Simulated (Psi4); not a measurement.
# InSiH5 (InH2(SiH3)), run twice

Aim: a single-point energy of InSiH5 (InH2(SiH3)) at FNO-CCSD(T)/def2-SVP (core potential, occ tolerance 1e-06).

The calculation is run with Psi4 1.11.

2 further runs of the same task are left out: 2 set aside as unsound or not needed.

## 1. Starting point

InSiH5: 7 atoms, total charge 0, spin state singlet. As SMILES, `[H][In]([H])[SiH3]`. Geometry: a GFN2-xTB relaxation, a rough one for these elements and not checked as a minimum.

Bond lengths: In1–Si4 2.590 Å, In1–H2 1.777 Å, In1–H3 1.777 Å, Si4–H5 1.474 Å, Si4–H6 1.474 Å, Si4–H7 1.474 Å. Angles: In1–Si4–H5 110.7°, In1–Si4–H6 110.7°, In1–Si4–H7 111.6°, H2–In1–Si4 126.9°, H3–In1–Si4 127.1°, H5–Si4–H6 108.1°, H5–Si4–H7 107.8°, H6–Si4–H7 107.8°, H2–In1–H3 106.1°.

## 2. The input as first written

Input file run.py:

```python
import psi4

psi4.set_memory('1600 MB')
psi4.set_num_threads(1)
psi4.set_output_file('run.log', False)

geom = psi4.geometry("""
In     0.696160     1.216390     0.008410
H      2.458730     1.435020     0.053130
H     -0.001410     2.849990    -0.023500
Si    -0.591310    -1.031350    -0.010010
H     -1.907190    -0.883830     0.638570
H      0.162820    -2.068960     0.716940
H     -0.817790    -1.517270    -1.383550
no_reorient
no_com
""")

psi4.set_options({
    'basis': 'def2-SVP',
    'scf_type': 'pk',
    'num_frozen_docc': 9,
    'occ_tolerance': 1e-06,
    'maxiter': 6,
})

energy_value = psi4.energy("fno-ccsd(t)")
print('E =', round(energy_value, 9))
```

Command:

```console
python run.py
```

run.log:

```text
h
    h
    h

    -----------------------------------------------------------------------

    Memory:     1.5 GiB
    Threads:    1
                ecpint, einsums, f̶o̶r̶t̶e̶, gauxc, gcp, g̶d̶m̶a̶, geometric, g̶p̶u̶_̶d̶f̶c̶c̶,
                i̶n̶t̶e̶g̶r̶a̶t̶o̶r̶x̶x̶, i̶p̶i̶, libefp, m̶d̶i̶, m̶p̶2̶d̶, m̶r̶c̶c̶, ooo,
                o̶p̶e̶n̶f̶e̶r̶m̶i̶o̶n̶p̶s̶i̶4̶, pcmsolver, p̶s̶i̶4̶f̶o̶c̶k̶c̶i̶, p̶s̶i̶x̶a̶s̶,
                p̶y̶e̶i̶n̶s̶u̶m̶s̶, r̶e̶s̶p̶, s̶i̶m̶i̶n̶t̶, s̶n̶s̶m̶p̶2̶,
                v̶2̶r̶d̶m̶_̶c̶a̶s̶s̶c̶f̶

   => Loading Basis Set <=

    Name: DEF2-SVP
    Role: ORBITAL
    Keyword: BASIS

    !!!  WARNING: ECP capability is in beta. Please check occupations closely.  !!!

[... 88 lines left out ...]
  Minimum eigenvalue in the overlap matrix is 8.6677572892E-03.
  Reciprocal condition number of the overlap matrix is 1.9517926507E-03.
    Using symmetric orthogonalization.

  ==> Pre-Iterations <==

  SCF Guess: Superposition of Atomic Densities via on-the-fly atomic UHF (no occupation information).

   -------------------------
    Irrep   Nso     Nmo
   -------------------------
     A         69      69
   -------------------------
    Total      69      69
   -------------------------

  ==> Iterations <==

                        Total Energy        Delta E     RMS |[F,P]|

   @RHF iter SAD:  -479.37845234257213   -4.79378e+02   0.00000e+00
   @RHF iter   1:  -480.88763189671994   -1.50918e+00   2.66407e-03 ADIIS/DIIS
   @RHF iter   2:  -480.91694632530607   -2.93144e-02   6.95834e-04 ADIIS/DIIS
   @RHF iter   3:  -480.91970264304041   -2.75632e-03   2.33526e-04 ADIIS/DIIS
   @RHF iter   4:  -480.92022152201588   -5.18879e-04   4.66681e-05 DIIS
   @RHF iter   5:  -480.92023926150364   -1.77395e-05   1.00625e-05 DIIS
   @RHF iter   6:  -480.92024001886051   -7.57357e-07   2.22875e-06 DIIS

PsiException: Could not converge SCF iterations in 6 iterations.

  Failed to converge.
```

Standard output:

```text
Traceback (most recent call last):
  File "run.py", line 27, in <module>
    energy_value = psi4.energy("fno-ccsd(t)")
psi4.driver.p4util.exceptions.SCFConvergenceError: Could not converge SCF iterations in 6 iterations.
```

Run time: 2.2 s. Hardware: 1 thread of Intel Xeon Platinum 8488C (Sapphire Rapids), shared host; peak memory 0.23 GiB.

## 3. Reading the log

No converged result was reached.

The telling line is `psi4.driver.p4util.exceptions.SCFConvergenceError: Could not converge SCF iterations in 6 iterations.`. The fault: the iteration cap is too low for convergence. To mend it: iteration cap at its default in place of 6.

## 4. Second attempt

Input file calc.py:

```python
import psi4

psi4.set_memory(1600000000)
psi4.set_num_threads(1)
psi4.core.set_output_file('output.dat', False)

molecule = psi4.geometry("""
0 1
In     0.696160     1.216390     0.008410
H      2.458730     1.435020     0.053130
H     -0.001410     2.849990    -0.023500
Si    -0.591310    -1.031350    -0.010010
H     -1.907190    -0.883830     0.638570
H      0.162820    -2.068960     0.716940
H     -0.817790    -1.517270    -1.383550
no_reorient
no_com
""")

psi4.set_options({
    'basis': 'def2-SVP',
    'scf_type': 'pk',
    'num_frozen_docc': 9,
    'occ_tolerance': 1e-06,
})

result, w = psi4.energy('fno-ccsd(t)', return_wfn=True)
print('E =', round(result, 9))
```

Command:

```console
python calc.py
```

output.dat:

```text
[...]
    !!!  WARNING: ECP capability is in beta. Please check occupations closely.  !!!
[...]
  Running in c1 symmetry.
[...]
  Nuclear repulsion =  102.739956224107175
[...]
  Multiplicity = 1
[...]
  Nalpha       = 20
  Nbeta        = 20
[...]
    Number of basis functions: 69
[...]
   @RHF iter   1:  -480.88763189671994   -1.50918e+00   2.66407e-03 ADIIS/DIIS
[...]
   @RHF iter  10:  -480.92024006931888   -2.38742e-12   2.96551e-09 DIIS
[...]
    Orbital Energies [Eh]
    ---------------------
    Doubly Occupied:
       1A    -68.753628     2A     -6.127294     3A     -5.388966
       4A     -4.237232     5A     -4.237191     6A     -4.237102
       7A     -3.650023     8A     -3.640290     9A     -3.640128
      10A     -1.036243    11A     -1.029797    12A     -1.029475
      13A     -1.025907    14A     -1.021689    15A     -0.721026
      16A     -0.536128    17A     -0.488756    18A     -0.488190
      19A     -0.384719    20A     -0.365782
[...]
  @RHF Final Energy:  -480.92024006931888
   => Energetics <=
    Nuclear Repulsion Energy =            102.7399562241071749
    One-Electron Energy =                -943.2412608348214462
    Two-Electron Energy =                 359.5810645413953353
    Total Energy =                       -480.9202400693188793
[...]
 Multipole Moments:
 ------------------------------------------------------------------------------------
     Multipole            Electronic (a.u.)      Nuclear  (a.u.)        Total (a.u.)
 ------------------------------------------------------------------------------------
 L = 1.  Multiply by 2.5417464519 to convert [e a0] to [Debye]
 Dipole X            :        -11.9274783           11.7846723           -0.1428060
 Dipole Y            :        -20.8822672           20.6362628           -0.2460043
 Dipole Z            :         -0.0774775            0.0719230           -0.0055545
 Magnitude           :                                                    0.2845040
[...]
      * MP2 total energy:                   -481.117914713664
[...]
      * MP2 total energy:                   -481.117914713664
[...]
      * MP3 total energy:                   -481.152455614691
[...]
      * CCSD total energy:                  -481.162132452628
[...]
      * CCSD(T) total energy                -481.168316837586
[...]
```

The script printed:

```text
E = -481.168316838
```

It took 11 s on 1 thread of Intel Xeon Platinum 8488C (Sapphire Rapids), shared host; peak memory 0.35 GiB.

## 5. Results

Level: FNO-CCSD(T)/def2-SVP (core potential, occ tolerance 1e-06).

| quantity | value |
| --- | --- |
| total energy | -481.16832 Eh |
| HOMO energy (Hartree–Fock orbitals) | -9.95 eV |
| LUMO energy (Hartree–Fock orbitals) | 0.44 eV |
| HOMO–LUMO gap (Hartree–Fock orbitals) | 10.39 eV |
| correlation energy (9 core orbitals frozen) | -248.1 mEh |
| (T) correction | -6.18 mEh |
| T1 diagnostic | 0.010 |

**Reading.** The triples make up 2.5 % of the correlation energy.
